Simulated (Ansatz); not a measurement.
Ba, space group Cmcm, a comparison of norm-conserving and PAW potentials

Computed with the Python package of Ansatz (0.2.0).

The cells in order, each with its output:

```python
import ansatz as az
import numpy as np
```

```python
config = {
    "kgrid": (7, 7, 4),
    "functional": "pbesol",
    "filling": "cold",
}
```

```python
def count_gap(report):
    # lowest empty less highest filled band, counting bands; zero where they overlap
    return max(report.get("gap_by_band_count_ev") or 0.0, 0.0)

structure = (
    az.Lattice.of([3.59177, -2.5169, 0.0], [3.59177, 2.5169, 0.0], [0.0, 0.0, 7.19005])
    .atom("Ba", [0.74677, 0.25323, 0.25])
    .atom("Ba", [0.25323, 0.74677, 0.75])
)
```

```python
job = (
    structure.calculation()
    .kpoints(*config["kgrid"], center="gamma")
    .functional(config["functional"])
    .occupations(config["filling"])
    .stress()
    .forces()
    .band_table()
)
variants = {
    "PAW": job.pseudopotentials("paw"),
    "norm-conserving": job.pseudopotentials("nc"),
}
# totals differ by the cores that each treatment holds, so compare what does not depend on them
rows = []
for label, variant in variants.items():
    report = variant.run().report
    levels = np.array(report["eigenvalues_ev"][0]) - report["fermi_energy_ev"]
    print(label, "levels at the first k-point near E_F:", np.round(levels[np.abs(levels) < 5], 3))
    rows.append((label, report["n_electrons"], np.trace(report["stress_gpa"]) / 3, count_gap(report)))
print("     treatment  electrons in bands           P GPa  gap by band count eV")
for row in rows:
    print(f"{str(row[0]):>14s}  {row[1]:18.1f}  {row[2]:14.3f}  {row[3]:20.3f}")
```

    DeckWarning: basis.ecutwfc = 420 eV, auto-derived from the records' recommended cutoffs: set by Ba (normal level)
    PAW levels at the first k-point near E_F: [-2.699 -0.839  0.768  1.175  1.793  1.844]
    DeckWarning: basis.ecutwfc = 770 eV, auto-derived from the records' recommended cutoffs: set by Ba (normal level)
    norm-conserving levels at the first k-point near E_F: [-2.701 -0.839  0.77   1.171  1.795  1.846]
         treatment  electrons in bands           P GPa  gap by band count eV
               PAW                20.0          -0.835                 0.000
    norm-conserving                20.0          -0.839                 0.000

PAW gives -0.835 GPa and norm-conserving -0.839 GPa, 0.004 GPa apart. They took 3.8 and 9.4 s of processor time.

Reading the output:
- The computed bands are complete only to about 0.7 eV above the Fermi level.
- The mesh is modest for a metal, so energies can be off by several to tens of meV an atom and pressures by half a GPa or more; differences at equal mesh fare better.
- A gap by band count of zero or less means overlapping bands, a metal.
- Gaps and levels are Kohn-Sham values on a finite set of k-points, without spin-orbit coupling.
- Warnings are shown shortened and without file and line.
- Stress is positive in compression.
- Wall time of the script: 14 s on 1 thread of Arm Neoverse V2, with other jobs on the host, peak memory 0.57 GiB.
